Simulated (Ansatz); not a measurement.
# LiAl32: the cost of one run

Program: Ansatz 0.2.0. Level of theory: DFT PBEsol, plane waves, PAW, scalar-relativistic, no spin polarisation. These are calculated values, not measurements.

**1. Starting point**

The cell holds 33 atoms (Al32Li): a = 8.100 Å, b = 8.100 Å, c = 8.100 Å, α = 90.00°, β = 90.00°, γ = 90.00°.

The coordinates stand in the first input below.

**2. Preparing the start**

Input file input.yaml:

```yaml
crystal:
  lattice:
    - [8.1, 0.0, 0.0]
    - [0.0, 8.1, 0.0]
    - [0.0, 0.0, 8.1]
  atoms:
    - { symbol: Al, position: [0.5, 0.0, 0.0] }
    - { symbol: Al, position: [0.75, 0.25, 0.0] }
    - { symbol: Al, position: [0.75, 0.0, 0.25] }
    - { symbol: Al, position: [0.0, 0.0, 0.0] }
    - { symbol: Al, position: [0.25, 0.25, 0.0] }
    - { symbol: Al, position: [0.5, 0.5, 0.0] }
    - { symbol: Al, position: [0.75, 0.75, 0.0] }
    - { symbol: Al, position: [0.25, 0.0, 0.25] }
    - { symbol: Al, position: [0.5, 0.25, 0.25] }
    - { symbol: Al, position: [0.75, 0.5, 0.25] }
    - { symbol: Al, position: [0.5, 0.0, 0.5] }
    - { symbol: Al, position: [0.75, 0.25, 0.5] }
    - { symbol: Al, position: [0.75, 0.0, 0.75] }
    - { symbol: Al, position: [0.0, 0.5, 0.0] }
    - { symbol: Al, position: [0.25, 0.75, 0.0] }
    - { symbol: Al, position: [0.0, 0.25, 0.25] }
    - { symbol: Al, position: [0.25, 0.5, 0.25] }
    - { symbol: Al, position: [0.5, 0.75, 0.25] }
    - { symbol: Al, position: [0.0, 0.0, 0.5] }
    - { symbol: Al, position: [0.25, 0.25, 0.5] }
    - { symbol: Al, position: [0.5, 0.5, 0.5] }
    - { symbol: Al, position: [0.75, 0.75, 0.5] }
    - { symbol: Al, position: [0.25, 0.0, 0.75] }
    - { symbol: Al, position: [0.5, 0.25, 0.75] }
    - { symbol: Al, position: [0.75, 0.5, 0.75] }
    - { symbol: Al, position: [0.0, 0.75, 0.25] }
    - { symbol: Al, position: [0.0, 0.5, 0.5] }
    - { symbol: Al, position: [0.25, 0.75, 0.5] }
    - { symbol: Al, position: [0.0, 0.25, 0.75] }
    - { symbol: Al, position: [0.25, 0.5, 0.75] }
    - { symbol: Al, position: [0.5, 0.75, 0.75] }
    - { symbol: Al, position: [0.0, 0.75, 0.75] }
    - { symbol: Li, position: [0.2503533, 0.2451304, 0.2456439] }
basis:
  ecutwfc: 420.0
kpoints:
  mp_grid: { grid: [2, 2, 2] }
hamiltonian:
  xc: pbesol
scf:
  occupations: { method: fermi_dirac, width: 0.1 }
  lower_state_search: "off"
relax:
  f_tol: 0.08
  max_steps: 25
  adjacent_minimum: "off"
```

Run with:

```bash
> ansatz run input.yaml --threads 2 --pin off --max-ram 5120MiB --backend cpu --events-out ev --progress --plain --runs-dir out
```

**Question.** How long does this run take on 2 threads of AMD EPYC 9R14 (Zen 4), shared host, and how much memory does it need?

About 21 s, with a peak of 1.1 GiB.
